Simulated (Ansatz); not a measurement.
# HfH2 (singlet): the correlation ladder at distance Hf1–H2 = 1.912 Å, def2-SVP

An exercise on one series of results from a longer session: the logs are not shown, and one member is left open.

Computed with Ansatz 0.2.0, Gaussian basis. Level: def2-SVP, core rule «outside noble gas», up to 4 orbitals frozen.

Plan: UHF; CCSD(T) on RHF; CCSD(T) on UHF; CISD; CCSDT(Q) on RHF; CCSDT(Q) on UHF; CASSCF and MRCISD+Q, 2 electrons in 2 orbitals; CASSCF and NEVPT2, 2 electrons in 2 orbitals; Full CI.

40 further runs of the same task are left out: 22 for a known fault of the program, 15 that didn't finish, 3 set aside as unsound or not needed.

## The system

The geometry derives from a PBE0/def2-TZVP stationary point (not a proven minimum). One bond is set to the value named and the two fragments are kept rigid. No spin-orbit coupling is included. Elements past krypton take def2 core potentials.

3 atoms, charge 0, spin multiplicity 1.

Atoms are counted from 1 here; the program's logs count them from 0.

Bond lengths: Hf1–H2 1.912 Å, Hf1–H3 1.912 Å. Angles: H2–Hf1–H3 180.0°.

Set-up of the first run:

File in.yaml:

```yaml
crystal:
  periodic: [false, false, false]
  atoms:
    - {symbol: Hf, position_ang: [0.000000, 0.000000, 0.000000]}
    - {symbol: H, position_ang: [0.000000, 0.000000, -1.911800]}
    - {symbol: H, position_ang: [0.000000, 0.000000, 1.911800]}
basis:
  gaussian: {orbitals: def2-SVP}
magnetization: {spin_polarized: true, initial_magnetization: 0}
hamiltonian: {xc: hf}
output: {orbitals: {seedname: orbitals}}
```

The run is started by

```
ansatz run in.yaml --threads 1 --pin off --events-out ev --progress --plain --max-ram 2393MiB
```

Among the steps run: UHF; CCSD(T) on RHF; CCSD(T) on UHF; CISD; CCSDT(Q) on RHF; CCSDT(Q) on UHF; CASSCF and MRCISD+Q, 2 electrons in 2 orbitals; CASSCF and NEVPT2, 2 electrons in 2 orbitals; Full CI.

One of the session's tables, all rows but one given; the rest of the session is left out.

```
     method  from FCI (meV)
        RHF         +2815.2
        UHF         +2377.7
       RMP2          +826.6
       UMP2          +699.5
       CISD          +281.2
      RCCSD               ?
      UCCSD          +110.1
   RCCSD(T)           +32.8
   UCCSD(T)           +63.0
     RCCSDT            +2.9
     UCCSDT           +35.5
  RCCSDT(Q)            +0.5
  UCCSDT(Q)           +33.3
CASSCF pair         +2461.6
NEVPT2 pair          +742.8
        FCI               0
```

Estimate the missing values for RCCSD.

The run gave: from FCI (meV): +106.6. In the column «from FCI (meV)» it lies between UCCSD(T) (+63.0) and UCCSD (+110.1).

Not comparable, so not listed: CASSCF and MRCISD+Q, 2 electrons in 2 orbitals (they don't share determinant, frozen orbitals or solution with the rows shown, or repeat one).

Limits of these values: The determinant is far from a pure spin state, so its energy mixes those of several spin states (harmless only where they are near-degenerate, as at dissociation). Restricted and unrestricted rows rest on different reference determinants; where their highest levels disagree by more than a few hundredths of an eV, they describe different states and don't form one ladder. Warnings in the runs' records: passed over end.
